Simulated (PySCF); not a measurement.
**A gas-phase reaction: H4O2Si + N2O → H4O3Si + N2**

What reaction energy should one expect for `O[SiH2]O` + `[N-]=[N+]=O` → `O[SiH](O)O` + `N#N`?

Programs: PySCF 2.14.0. All values are calculated, for the isolated system unless a continuum is named. Atoms count from 0, parts from 1.

## 1. The system as given

Each species was relaxed by itself at PBE0-D3(BJ)/def2-SVPD.

## 2. Reaction energy: wB97M-D3(BJ)/def2-TZVPD

Job settings and geometry (Å):

```
{"job": {"kind": "react", "xc": "wB97M-D3(BJ)", "basis": "def2-TZVPD"}, "charge": 0, "multiplicity": 1}
-1 H4O2Si charge 0 multiplicity 1
O      1.469900     0.551550    -0.249270
Si     0.134830    -0.325470     0.204580
O     -1.115680     0.024610    -0.847880
H      1.405100     1.509040    -0.262780
H      0.564610    -1.741880     0.099240
H     -0.313470     0.012770     1.589290
H     -2.015670    -0.050230    -0.524410

-1 N2O charge 0 multiplicity 1
N      0.944180    -0.649100     0.011470
N      0.021610    -0.005700     0.012000
O     -0.943680     0.667490     0.012550

+1 H4O3Si charge 0 multiplicity 1
O     -0.503710    -1.467570    -0.296000
Si     0.047520    -0.007420     0.256640
O     -1.095840     1.146670    -0.063350
O      1.432800     0.378560    -0.564090
H     -1.427280    -1.695440    -0.173460
H      0.314150    -0.076180     1.714390
H     -0.829170     2.066880    -0.109190
H      2.075420    -0.310470    -0.743890

+1 N2 charge 0 multiplicity 1
N      0.531420     0.117180     0.070540
N     -0.531420    -0.117180    -0.070540
```

With the program's defaults for keys left out, this is: wB97M-D3(BJ)/def2-TZVPD reaction energy of separated species, gas phase.

On the command line:

```bash
OMP_NUM_THREADS=1 python cluster_run.py task.json out
```

This one command runs all jobs of the session in turn.

What it wrote:

```text
species 1 (H4O2Si)
coarse grid: 26664 points
cycle   1  E = -442.4399365270  dE =  1.447e-01  |g| = 8.964e-01  |ddm| = 1.860e+00
cycle   2  E = -442.4085359470  dE =  3.140e-02  |g| = 1.040e+00  |ddm| = 9.807e-01
cycle   3  E = -442.5865742863  dE = -1.780e-01  |g| = 3.819e-02  |ddm| = 4.977e-01
cycle   4  E = -442.5869337657  dE = -3.595e-04  |g| = 1.037e-02  |ddm| = 4.857e-02
cycle   5  E = -442.5869621526  dE = -2.839e-05  |g| = 3.817e-03  |ddm| = 1.425e-02
cycle   6  E = -442.5869645527  dE = -2.400e-06  |g| = 1.942e-03  |ddm| = 3.709e-03
final grid: 55832 points
cycle   7  E = -442.5869489477  dE =  2.248e-08  |g| = 2.256e-03  |ddm| = 3.045e-03
cycle   8  E = -442.5869486295  dE =  3.182e-07  |g| = 2.686e-03  |ddm| = 2.117e-03
cycle   9  E = -442.5869497632  dE = -1.134e-06  |g| = 3.534e-05  |ddm| = 1.135e-03
cycle  10  E = -442.5869497644  dE = -1.192e-09  |g| = 1.164e-05  |ddm| = 9.669e-05
cycle  11  E = -442.5869497644  dE = -5.048e-11  |g| = 5.145e-06  |ddm| = 1.375e-05
converged SCF energy = -442.5869497644

species 2 (N2O)
coarse grid: 15424 points
cycle   1  E = -184.6618569493  dE =  6.984e-01  |g| = 8.261e-01  |ddm| = 1.717e+00
cycle   2  E = -184.5841731513  dE =  7.768e-02  |g| = 1.134e+00  |ddm| = 9.881e-01
cycle   3  E = -184.7852409679  dE = -2.011e-01  |g| = 1.174e-01  |ddm| = 4.951e-01
cycle   4  E = -184.7864024181  dE = -1.161e-03  |g| = 8.424e-02  |ddm| = 1.014e-01
cycle   5  E = -184.7877033917  dE = -1.301e-03  |g| = 1.003e-02  |ddm| = 4.527e-02
cycle   6  E = -184.7877236900  dE = -2.030e-05  |g| = 1.578e-03  |ddm| = 1.116e-02
cycle   7  E = -184.7877245814  dE = -8.914e-07  |g| = 4.461e-04  |ddm| = 4.006e-03
final grid: 33192 points
cycle   8  E = -184.7877183172  dE = -2.763e-08  |g| = 5.698e-04  |ddm| = 1.864e-03
cycle   9  E = -184.7877181778  dE =  1.395e-07  |g| = 1.068e-03  |ddm| = 7.384e-04
cycle  10  E = -184.7877183861  dE = -2.083e-07  |g| = 4.267e-05  |ddm| = 5.217e-04
cycle  11  E = -184.7877183866  dE = -5.453e-10  |g| = 2.538e-05  |ddm| = 9.571e-05
converged SCF energy = -184.7877183866

species 3 (H4O3Si)
coarse grid: 31840 points
cycle   1  E = -517.7295385223  dE =  3.975e-01  |g| = 1.055e+00  |ddm| = 2.085e+00
cycle   2  E = -517.7123125040  dE =  1.723e-02  |g| = 1.162e+00  |ddm| = 1.278e+00
cycle   3  E = -517.9288657419  dE = -2.166e-01  |g| = 4.116e-02  |ddm| = 6.221e-01
cycle   4  E = -517.9292858774  dE = -4.201e-04  |g| = 9.106e-03  |ddm| = 5.221e-02
cycle   5  E = -517.9293163049  dE = -3.043e-05  |g| = 1.356e-03  |ddm| = 1.600e-02
cycle   6  E = -517.9293172513  dE = -9.465e-07  |g| = 4.176e-04  |ddm| = 3.562e-03
final grid: 67040 points
cycle   7  E = -517.9293013757  dE = -1.540e-07  |g| = 2.501e-04  |ddm| = 2.396e-03
cycle   8  E = -517.9293013858  dE = -1.009e-08  |g| = 1.721e-04  |ddm| = 4.197e-04
cycle   9  E = -517.9293013901  dE = -4.311e-09  |g| = 4.899e-05  |ddm| = 1.110e-04
cycle  10  E = -517.9293013907  dE = -5.479e-10  |g| = 1.601e-05  |ddm| = 4.745e-05
converged SCF energy = -517.9293013907

species 4 (N2)
coarse grid: 10240 points
cycle   1  E = -109.6045710447  dE =  4.457e-02  |g| = 1.682e-01  |ddm| = 1.300e+00
cycle   2  E = -109.6103819223  dE = -5.811e-03  |g| = 7.387e-02  |ddm| = 1.523e-01
cycle   3  E = -109.6112823829  dE = -9.005e-04  |g| = 6.548e-03  |ddm| = 4.575e-02
cycle   4  E = -109.6112965668  dE = -1.418e-05  |g| = 1.069e-03  |ddm| = 1.769e-02
cycle   5  E = -109.6112970471  dE = -4.803e-07  |g| = 2.349e-04  |ddm| = 1.190e-03
final grid: 21984 points
cycle   6  E = -109.6112970376  dE = -3.457e-08  |g| = 7.925e-05  |ddm| = 5.491e-04
cycle   7  E = -109.6112970404  dE = -2.786e-09  |g| = 3.031e-05  |ddm| = 1.384e-04
cycle   8  E = -109.6112970406  dE = -2.793e-10  |g| = 8.388e-06  |ddm| = 5.185e-05
converged SCF energy = -109.6112970406

Reaction energy = -104.344 kcal/mol
```

It took 39 s on 1 thread of Arm Neoverse N1, shared host; peak memory 0.66 GiB.

Species by species (with the dispersion term, which the log's SCF energies lack):

| ν | species | energy (Eh) | HOMO (eV) |
| --- | --- | --- | --- |
| -1 | O[SiH2]O | -442.59208 | -11.09 |
| -1 | [N-]=[N+]=O | -184.78947 | -12.17 |
| +1 | O[SiH](O)O | -517.93580 | -11.35 |
| +1 | N#N | -109.61204 | -14.89 |

## 3. Reaction energy: PBE0-D3(BJ)/def2-TZVPD

The job, as its differences from that of step 2:

```diff
@@ -1,2 +1,2 @@
-{"job": {"kind": "react", "xc": "wB97M-D3(BJ)", "basis": "def2-TZVPD"}, "charge": 0, "multiplicity": 1}
+{"job": {"kind": "react", "xc": "PBE0", "basis": "def2-TZVPD", "disp": "d3bj"}, "charge": 0, "multiplicity": 1}
 -1 H4O2Si charge 0 multiplicity 1
```

With the program's defaults for keys left out, this is: PBE0-D3(BJ)/def2-TZVPD reaction energy of separated species, gas phase.

What it wrote:

```text
species 1 (H4O2Si)
coarse grid: 6280 points
cycle   1  E = -442.0680423681  dE =  2.187e-01  |g| = 9.690e-01  |ddm| = 1.924e+00
cycle   2  E = -441.7568665931  dE =  3.112e-01  |g| = 1.607e+00  |ddm| = 1.318e+00
cycle   3  E = -442.2313386690  dE = -4.745e-01  |g| = 6.267e-02  |ddm| = 8.593e-01
cycle   4  E = -442.2321656219  dE = -8.270e-04  |g| = 1.677e-02  |ddm| = 5.085e-02
cycle   5  E = -442.2322002293  dE = -3.461e-05  |g| = 1.040e-02  |ddm| = 1.409e-02
cycle   6  E = -442.2322185810  dE = -1.835e-05  |g| = 1.354e-03  |ddm| = 5.385e-03
cycle   7  E = -442.2322189229  dE = -3.418e-07  |g| = 2.988e-04  |ddm| = 1.106e-03
final grid: 55832 points
cycle   8  E = -442.2309587519  dE = -2.220e-05  |g| = 4.613e-03  |ddm| = 2.343e-02
cycle   9  E = -442.2309543171  dE =  4.435e-06  |g| = 6.757e-03  |ddm| = 5.413e-03
cycle  10  E = -442.2309619523  dE = -7.635e-06  |g| = 3.428e-04  |ddm| = 3.373e-03
cycle  11  E = -442.2309619719  dE = -1.967e-08  |g| = 4.889e-05  |ddm| = 2.045e-04
cycle  12  E = -442.2309619722  dE = -2.997e-10  |g| = 2.798e-05  |ddm| = 4.086e-05
converged SCF energy = -442.2309619722

species 2 (N2O)
coarse grid: 3216 points
cycle   1  E = -184.4531701168  dE =  7.160e-01  |g| = 7.387e-01  |ddm| = 1.713e+00
cycle   2  E = -184.1507592725  dE =  3.024e-01  |g| = 1.536e+00  |ddm| = 1.027e+00
cycle   3  E = -184.5231811207  dE = -3.724e-01  |g| = 3.645e-01  |ddm| = 7.210e-01
cycle   4  E = -184.5483420702  dE = -2.516e-02  |g| = 9.418e-02  |ddm| = 2.255e-01
cycle   5  E = -184.5499911872  dE = -1.649e-03  |g| = 6.983e-03  |ddm| = 4.646e-02
cycle   6  E = -184.5499982588  dE = -7.072e-06  |g| = 2.070e-03  |ddm| = 4.707e-03
final grid: 33192 points
cycle   7  E = -184.5460655591  dE =  2.474e-05  |g| = 1.487e-02  |ddm| = 6.768e-02
cycle   8  E = -184.5457525912  dE =  3.130e-04  |g| = 4.253e-02  |ddm| = 2.763e-02
cycle   9  E = -184.5461053772  dE = -3.528e-04  |g| = 3.053e-03  |ddm| = 2.110e-02
cycle  10  E = -184.5461070376  dE = -1.660e-06  |g| = 4.694e-04  |ddm| = 1.437e-03
cycle  11  E = -184.5461070733  dE = -3.580e-08  |g| = 8.104e-05  |ddm| = 2.516e-04
cycle  12  E = -184.5461070748  dE = -1.413e-09  |g| = 1.166e-05  |ddm| = 7.324e-05
cycle  13  E = -184.5461070748  dE = -3.018e-11  |g| = 7.365e-07  |ddm| = 7.809e-06
converged SCF energy = -184.5461070748

species 3 (H4O3Si)
coarse grid: 7368 points
cycle   1  E = -517.2520567652  dE =  4.786e-01  |g| = 1.150e+00  |ddm| = 2.167e+00
cycle   2  E = -516.9100601343  dE =  3.420e-01  |g| = 1.783e+00  |ddm| = 1.740e+00
cycle   3  E = -517.4784649790  dE = -5.684e-01  |g| = 6.458e-02  |ddm| = 1.108e+00
cycle   4  E = -517.4793248556  dE = -8.599e-04  |g| = 1.191e-02  |ddm| = 5.389e-02
cycle   5  E = -517.4793523929  dE = -2.754e-05  |g| = 2.819e-03  |ddm| = 1.165e-02
cycle   6  E = -517.4793540245  dE = -1.632e-06  |g| = 6.710e-04  |ddm| = 2.878e-03
final grid: 67040 points
cycle   7  E = -517.4778427249  dE = -3.257e-05  |g| = 6.334e-03  |ddm| = 2.573e-02
cycle   8  E = -517.4778353946  dE =  7.330e-06  |g| = 9.041e-03  |ddm| = 7.643e-03
cycle   9  E = -517.4778488616  dE = -1.347e-05  |g| = 3.421e-04  |ddm| = 4.839e-03
cycle  10  E = -517.4778488797  dE = -1.804e-08  |g| = 9.439e-05  |ddm| = 2.285e-04
cycle  11  E = -517.4778488811  dE = -1.436e-09  |g| = 4.289e-05  |ddm| = 8.061e-05
cycle  12  E = -517.4778488814  dE = -2.821e-10  |g| = 1.229e-05  |ddm| = 2.626e-05
converged SCF energy = -517.4778488814

species 4 (N2)
coarse grid: 2128 points
cycle   1  E = -109.4495471135  dE =  1.300e-01  |g| = 1.031e-01  |ddm| = 1.274e+00
cycle   2  E = -109.4509809234  dE = -1.434e-03  |g| = 4.736e-02  |ddm| = 1.020e-01
cycle   3  E = -109.4514035604  dE = -4.226e-04  |g| = 9.134e-03  |ddm| = 3.530e-02
cycle   4  E = -109.4514202429  dE = -1.668e-05  |g| = 5.124e-04  |ddm| = 5.402e-03
cycle   5  E = -109.4514202900  dE = -4.715e-08  |g| = 7.833e-05  |ddm| = 4.380e-04
final grid: 21984 points
cycle   6  E = -109.4466155996  dE = -6.478e-06  |g| = 2.528e-03  |ddm| = 6.077e-02
cycle   7  E = -109.4466162514  dE = -6.518e-07  |g| = 1.587e-03  |ddm| = 2.724e-03
cycle   8  E = -109.4466167524  dE = -5.010e-07  |g| = 4.425e-05  |ddm| = 9.824e-04
cycle   9  E = -109.4466167528  dE = -3.876e-10  |g| = 4.727e-06  |ddm| = 5.174e-05
converged SCF energy = -109.4466167528

Reaction energy = -92.746 kcal/mol
```

Run time: 20 s. Hardware: 1 thread of Arm Neoverse N1, shared host; peak memory 0.59 GiB.

Reaction energy at this level: -92.75 kcal/mol.

## 4. Reaction energy: MP2/def2-TZVPD

The job, as its differences from that of step 3:

```diff
@@ -1,2 +1,2 @@
-{"job": {"kind": "react", "xc": "PBE0", "basis": "def2-TZVPD", "disp": "d3bj"}, "charge": 0, "multiplicity": 1}
+{"job": {"kind": "react", "xc": "MP2", "basis": "def2-TZVPD"}, "charge": 0, "multiplicity": 1}
 -1 H4O2Si charge 0 multiplicity 1
```

Level: MP2/def2-TZVPD reaction energy of separated species, gas phase.

What it wrote:

```text
species 1 (H4O2Si)
final grid: 55832 points
cycle   1  E = -441.0731040224  dE =  1.901e-02  |g| = 6.794e-01  |ddm| = 1.819e+00
cycle   2  E = -441.1372479029  dE = -6.414e-02  |g| = 4.228e-01  |ddm| = 5.722e-01
cycle   3  E = -441.1667716491  dE = -2.952e-02  |g| = 4.739e-02  |ddm| = 2.164e-01
cycle   4  E = -441.1674661635  dE = -6.945e-04  |g| = 8.568e-03  |ddm| = 5.614e-02
cycle   5  E = -441.1674967448  dE = -3.058e-05  |g| = 1.648e-03  |ddm| = 1.437e-02
cycle   6  E = -441.1674981017  dE = -1.357e-06  |g| = 5.956e-04  |ddm| = 3.107e-03
cycle   7  E = -441.1674982236  dE = -1.218e-07  |g| = 2.415e-04  |ddm| = 6.083e-04
cycle   8  E = -441.1674982461  dE = -2.254e-08  |g| = 5.998e-05  |ddm| = 2.595e-04
cycle   9  E = -441.1674982480  dE = -1.923e-09  |g| = 1.353e-05  |ddm| = 9.812e-05
cycle  10  E = -441.1674982481  dE = -1.112e-10  |g| = 3.026e-06  |ddm| = 2.744e-05
converged SCF energy = -441.1674982481

species 2 (N2O)
final grid: 33192 points
cycle   1  E = -183.6407404193  dE =  7.814e-01  |g| = 7.882e-01  |ddm| = 1.636e+00
cycle   2  E = -183.6997234840  dE = -5.898e-02  |g| = 5.971e-01  |ddm| = 7.870e-01
cycle   3  E = -183.7582130359  dE = -5.849e-02  |g| = 6.195e-02  |ddm| = 2.990e-01
cycle   4  E = -183.7590558831  dE = -8.428e-04  |g| = 1.829e-02  |ddm| = 5.669e-02
cycle   5  E = -183.7591959209  dE = -1.400e-04  |g| = 1.074e-02  |ddm| = 2.987e-02
cycle   6  E = -183.7592212450  dE = -2.532e-05  |g| = 3.404e-03  |ddm| = 1.077e-02
cycle   7  E = -183.7592276437  dE = -6.399e-06  |g| = 1.236e-03  |ddm| = 7.346e-03
cycle   8  E = -183.7592281915  dE = -5.478e-07  |g| = 1.482e-04  |ddm| = 1.882e-03
cycle   9  E = -183.7592282015  dE = -1.004e-08  |g| = 1.728e-05  |ddm| = 3.667e-04
cycle  10  E = -183.7592282016  dE = -1.148e-10  |g| = 4.195e-06  |ddm| = 4.126e-05
converged SCF energy = -183.7592282016

species 3 (H4O3Si)
final grid: 67040 points
cycle   1  E = -516.0126500614  dE =  2.576e-01  |g| = 7.859e-01  |ddm| = 2.033e+00
cycle   2  E = -516.0969782874  dE = -8.433e-02  |g| = 4.635e-01  |ddm| = 7.332e-01
cycle   3  E = -516.1314445970  dE = -3.447e-02  |g| = 5.153e-02  |ddm| = 2.543e-01
cycle   4  E = -516.1322095764  dE = -7.650e-04  |g| = 8.551e-03  |ddm| = 6.288e-02
cycle   5  E = -516.1322421325  dE = -3.256e-05  |g| = 1.589e-03  |ddm| = 1.696e-02
cycle   6  E = -516.1322435243  dE = -1.392e-06  |g| = 4.290e-04  |ddm| = 3.569e-03
cycle   7  E = -516.1322436180  dE = -9.368e-08  |g| = 1.242e-04  |ddm| = 6.605e-04
cycle   8  E = -516.1322436281  dE = -1.014e-08  |g| = 2.729e-05  |ddm| = 2.113e-04
cycle   9  E = -516.1322436286  dE = -4.447e-10  |g| = 7.644e-06  |ddm| = 4.880e-05
converged SCF energy = -516.1322436286

species 4 (N2)
final grid: 21984 points
cycle   1  E = -108.9673669101  dE =  4.862e-02  |g| = 2.948e-01  |ddm| = 1.230e+00
cycle   2  E = -108.9868246098  dE = -1.946e-02  |g| = 8.978e-02  |ddm| = 1.852e-01
cycle   3  E = -108.9883090363  dE = -1.484e-03  |g| = 1.594e-02  |ddm| = 6.313e-02
cycle   4  E = -108.9884066527  dE = -9.762e-05  |g| = 1.828e-03  |ddm| = 2.422e-02
cycle   5  E = -108.9884076685  dE = -1.016e-06  |g| = 1.998e-04  |ddm| = 3.068e-03
cycle   6  E = -108.9884076890  dE = -2.059e-08  |g| = 4.401e-05  |ddm| = 4.052e-04
cycle   7  E = -108.9884076901  dE = -1.075e-09  |g| = 4.188e-06  |ddm| = 7.048e-05
cycle   8  E = -108.9884076901  dE = -6.878e-12  |g| = 2.888e-07  |ddm| = 1.755e-05
converged SCF energy = -108.9884076901

Reaction energy = -100.489 kcal/mol
```

Run time: 9.3 s. Hardware: 1 thread of Arm Neoverse N1, shared host; peak memory 0.47 GiB.

Reaction energy at this level: -100.5 kcal/mol.

## 5. Side by side

Energies in kcal/mol, with wall time:

| run | reaction | time |
| --- | --- | --- |
| wB97M-D3(BJ)/def2-TZVPD | -104.3 | 39 s |
| PBE0-D3(BJ)/def2-TZVPD | -92.75 | 20 s |
| MP2/def2-TZVPD | -100.5 | 9.3 s |

## 6. Summary of results

```
                                                quantity                      value
               reaction energy (wB97M-D3(BJ)/def2-TZVPD)            -104.3 kcal/mol
                     ΔH, ΔG at 298 K (xTB thermal terms)    -103.8, -102.7 kcal/mol
range of the reaction energy over the runs of this table  -104.3 to -92.75 kcal/mol
```

In words: The reaction is exothermic by 103.8 kcal/mol in the gas phase; dispersion gives -0.22, and xTB itself gave -21.47 for the electronic energy (xTB energies and thermal terms come from the earlier relaxation of each species, not shown). No barrier was sought. xTB and this level differ widely in the electronic energy, so what comes from xTB (the thermal terms above all) is less safe here. The reaction energy runs from -104.3 (wB97M-D3(BJ)/def2-TZVPD) to -92.75 kcal/mol (PBE0-D3(BJ)/def2-TZVPD).
